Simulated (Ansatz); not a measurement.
**C2H10SiSn: vertical ionisation energy**

One table from this session's results is given with a row withheld; the runs are named, their logs left out.

Program: Ansatz 0.2.0, Gaussian basis. Level of theory: unrestricted cation, the program's frozen cores in correlated methods. These are calculated values, not measurements.

The runs, in order: UKS PBE-D4/def2-TZVPP; UKS r2SCAN-D4/def2-TZVPP; UKS PBE0-D4/def2-TZVPP; UKS B3LYP-D4/def2-TZVPP; UKS wB97X-V/def2-TZVPP; UKS wB97M-V/def2-TZVPP; UKS B2PLYP/def2-TZVPP; UHF-CCSD(T)/def2-TZVPP; UHF-MP2/def2-QZVPP; extrapolation to the limit; then −ε(HOMO) from the neutral's earlier runs with LDA (SPW92), PBE-D4, revPBE-D4, BLYP-D4, r2SCAN-D4, B97M-V, PBE0-D4, B3LYP-D4, r2SCANh-D4, r2SCAN0-D4, HSE06-D4, BHLYP-D4, CAM-B3LYP-D4, LC-ωPBE, ωB97X-V, ωB97M-V.

### Structure used throughout

All runs share one geometry, relaxed beforehand with PBE0-D4 in a triple-zeta def2 set. Sn takes the def2 core potential; no spin-orbit term is included.

14 atoms, charge 0, spin multiplicity 1.

Atoms are counted from 1 here; the program's logs count them from 0.

Bond lengths: C1–Sn2 2.147 Å, C1–H5 1.090 Å, C1–H6 1.091 Å, C1–H7 1.090 Å, Sn2–C3 2.147 Å, Sn2–Si4 2.568 Å, Sn2–H8 1.718 Å, C3–H9 1.091 Å, C3–H10 1.090 Å, C3–H11 1.090 Å, Si4–H12 1.489 Å, Si4–H13 1.489 Å, Si4–H14 1.489 Å. Angles: Sn2–C1–H5 110.0°, Sn2–C1–H6 109.7°, Sn2–C1–H7 110.4°, H5–C1–H6 108.9°, H5–C1–H7 108.9°, H6–C1–H7 108.9°, C1–Sn2–C3 108.8°, C1–Sn2–Si4 110.6°, C1–Sn2–H8 108.6°, C3–Sn2–Si4 110.6°, C3–Sn2–H8 108.6°, Si4–Sn2–H8 109.6°, Sn2–C3–H9 109.7°, Sn2–C3–H10 110.0°, Sn2–C3–H11 110.4°, H9–C3–H10 108.9°, H9–C3–H11 108.9°, H10–C3–H11 108.9° and more.

Set-up of the first run:

Input file in.yaml:

```yaml
crystal:
  periodic: [false, false, false]
  atoms:
    - {symbol: C, position_ang: [-0.937031, 1.517024, -1.112187]}
    - {symbol: Sn, position_ang: [-0.400726, 0.142626, 0.448275]}
    - {symbol: C, position_ang: [1.477999, 0.750994, 1.292029]}
    - {symbol: Si, position_ang: [-0.244332, -2.249510, -0.471829]}
    - {symbol: H, position_ang: [-0.187667, 1.492011, -1.903877]}
    - {symbol: H, position_ang: [-0.991781, 2.528819, -0.708694]}
    - {symbol: H, position_ang: [-1.906285, 1.252520, -1.535007]}
    - {symbol: H, position_ang: [-1.600454, 0.211618, 1.675362]}
    - {symbol: H, position_ang: [1.399040, 1.771527, 1.668611]}
    - {symbol: H, position_ang: [2.257364, 0.714362, 0.530325]}
    - {symbol: H, position_ang: [1.756611, 0.091753, 2.114202]}
    - {symbol: H, position_ang: [0.125932, -3.213119, 0.600681]}
    - {symbol: H, position_ang: [0.792668, -2.327669, -1.538003]}
    - {symbol: H, position_ang: [-1.541335, -2.682944, -1.059910]}
basis:
  gaussian: {orbitals: def2-TZVPP}
total_charge: 1
magnetization: {spin_polarized: true, initial_magnetization: 1}
hamiltonian: {xc: pbe, dispersion: d4}
```

Launch:

```console
$ ansatz run in.yaml --threads 2 --pin off --events-out ev --progress --plain --max-ram 20480MiB --backend cuda --devices 0, --max-vram 18GiB
```

Steps of the session up to this table: Cation, UKS PBE-D4/def2-TZVPP; Cation, UKS r2SCAN-D4/def2-TZVPP; Cation, UKS PBE0-D4/def2-TZVPP; Cation, UKS B3LYP-D4/def2-TZVPP; Cation, UKS wB97X-V/def2-TZVPP; Cation, UKS wB97M-V/def2-TZVPP; Cation, UKS B2PLYP (frozen core)/def2-TZVPP; Cation, UHF-CCSD(T)/def2-TZVPP; Cation, UHF-MP2/def2-QZVPP.

One table of the session follows, with a row left open; its other results are not shown here.

It belongs to the step «Ionisation energies side by side». For comparison, −ε(HOMO) of the neutral from earlier runs:

```
  functional  −ε(HOMO) (eV)
 LDA (SPW92)           6.56
      PBE-D4           6.45
   revPBE-D4           6.40
     BLYP-D4           6.29
   r2SCAN-D4           6.68
      B97M-V           6.78
     PBE0-D4           7.49
    B3LYP-D4           7.29
  r2SCANh-D4           7.06
  r2SCAN0-D4           7.63
    HSE06-D4           7.10
    BHLYP-D4           8.42
CAM-B3LYP-D4           8.71
     LC-ωPBE          10.00
     ωB97X-V           9.68
     ωB97M-V              ?
```

Estimate the missing values for ωB97M-V.

As computed: −ε(HOMO) (eV): 9.49. In the column «−ε(HOMO) (eV)» it lies between CAM-B3LYP-D4 (8.71) and ωB97X-V (9.68).

Limits of these values: The cation may have settled in a state other than its lowest; no search over hole states beyond the program's own was made.
